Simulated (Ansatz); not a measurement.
**CH₃I: a rigid scan of the angle H5–C1–H3**

How does the energy rise as the angle H5–C1–H3 leaves its equilibrium value, and do density functionals follow CCSD(T)? No other atom is relaxed.

Computed with Ansatz 0.2.0, Gaussian basis. Level: single points in def2-TZVPP.

Levels: PBE-D4, r2SCAN-D4, PBE0-D4, B3LYP-D4, wB97M-V, Hartree-Fock, MP2, CCSD, CCSD(T). The scan takes 81.2, 88.7, 96.2, 103.7, 111.2, 118.7, 126.2, 133.7, 141.2°.

Cores are frozen in the correlated methods. Filled d shells of the heavier atoms are correlated. Core potentials replace the inner electrons past krypton, and spin-orbit coupling is left out. B3LYP uses VWN-RPA correlation.

27 further runs of the same task are left out: 27 set aside as unsound or not needed.

**1. Where the work starts**

SMILES `CI`, 5 atoms, charge 0, spin multiplicity 1.

Atoms are counted from 1 here; the program's logs count them from 0.

Bond lengths: C1–I2 2.141 Å, C1–H3 1.004 Å, C1–H4 1.101 Å, C1–H5 1.125 Å. Angles: I2–C1–H3 112.6°, I2–C1–H4 107.4°, I2–C1–H5 107.3°, H3–C1–H4 110.5°, H3–C1–H5 109.0°, H4–C1–H5 110.0°.

Geometry (Å):

```xyz
5
CH3I
C     0.00360   -0.18410    0.13330
I     0.37320    1.36630   -1.29650
H     0.71360   -0.89330    0.12560
H    -0.05620    0.29050    1.12510
H    -0.98430   -0.65300   -0.12880
```

**2. A first relaxation in a small basis**

pre/in.yaml reads:

```yaml
crystal:
  periodic: [false, false, false]
  atoms:
    - {symbol: C, position_ang: [0.003600, -0.184100, 0.133300]}
    - {symbol: I, position_ang: [0.373200, 1.366300, -1.296500]}
    - {symbol: H, position_ang: [0.713600, -0.893300, 0.125600]}
    - {symbol: H, position_ang: [-0.056200, 0.290500, 1.125100]}
    - {symbol: H, position_ang: [-0.984300, -0.653000, -0.128800]}
basis:
  gaussian: {orbitals: def2-SVP}
hamiltonian: {xc: pbe, dispersion: d4}
relax: {f_tol: 0.03, max_steps: 250}
```

The command line of these runs was not kept.

Further steps of the session: Finding the minimum; The minimum at every level; H5–C1–H3 = 81.2°; H5–C1–H3 = 88.7°; H5–C1–H3 = 96.2°; H5–C1–H3 = 103.7°; H5–C1–H3 = 111.2°; H5–C1–H3 = 118.7°; H5–C1–H3 = 126.2°; H5–C1–H3 = 133.7°; H5–C1–H3 = 141.2°.

What does the calculation give? Wanted: highest point, CCSD(T); lowest point, CCSD(T); minimum along the scan, CCSD(T); RMS deviation from CCSD(T); largest T1 diagnostic.

**Answer**, as computed:

| quantity | value |
| --- | --- |
| highest point, CCSD(T) | 0.712 eV at 81.2° |
| lowest point, CCSD(T) | 0.000 eV at 111.2° |
| minimum along the scan, CCSD(T) | 111.2° |
| curvature there | 1.58 meV/deg² |
| RMS deviation from CCSD(T) | PBE-D4 0.024, r2SCAN-D4 0.007, PBE0-D4 0.009, B3LYP-D4 0.004, wB97M-V 0.009, Hartree-Fock 0.053, MP2 0.002, CCSD 0.006 eV |
| largest T1 diagnostic | 0.008 |

**Reading.** A polynomial through the near points puts the CCSD(T) minimum at the PBE0-D4 value. Curvature against CCSD(T): PBE-D4 -6 %, Hartree-Fock +14 %. The curve of MP2 lies nearest to CCSD(T), that of Hartree-Fock farthest.
